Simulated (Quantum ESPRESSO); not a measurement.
# HfMo under changes of volume

One of the cells (18.375 Å³/atom); the others are scaled copies at fixed shape and fractional positions:

```
CELL_PARAMETERS angstrom
1.67120 -2.47247 0.00000
1.67120 2.47247 0.00000
0.00000 0.00000 4.44701
ATOMIC_POSITIONS crystal
Hf 0.00000 0.00000 0.00000
Mo 0.50000 0.50000 0.50000
```

The cell comes from a database or a generator and needn't be the stable form of this composition.

| Property | Result |
| --- | --- |
| Program | Quantum ESPRESSO 7.5 |
| Functional | PBE |
| Potentials or basis | SSSP 1.3 efficiency PBE |
| Cutoff | 816 eV |
| Density cutoff | 3265 eV |
| k mesh | 10 × 10 × 6 |
| Occupations | fermi-dirac, width 0.05 eV |
| Spin | no spin polarisation |

```csv
volume (Å³/atom),energy over the lowest point (meV/atom),pressure (GPa)
17.273,36.74,11.2
17.640,15.98,7.1
18.008,3.99,3.5
18.375,0.00,0.1
18.743,?,?
19.110,13.20,-5.7
19.478,29.15,-8.2
```

What does the run at 18.743 Å³/atom give?

Energy over the lowest point 3.30 meV/atom; pressure -2.9 GPa.

Worked out: A Birch-Murnaghan fit of order 3 (a polynomial in V^(-2/3)) to the other rows has its minimum at 18.39 Å³/atom with B0 = V·E''(V) = 158 GPa and B' = 3.7 at fixed shape and positions, which overstates the stiffness. It gives 3.30 meV/atom at 18.743 Å³/atom, against the run's 3.30, and -dE/dV = -2.9 GPa, against -2.9.

Energies are extrapolated to zero smearing.
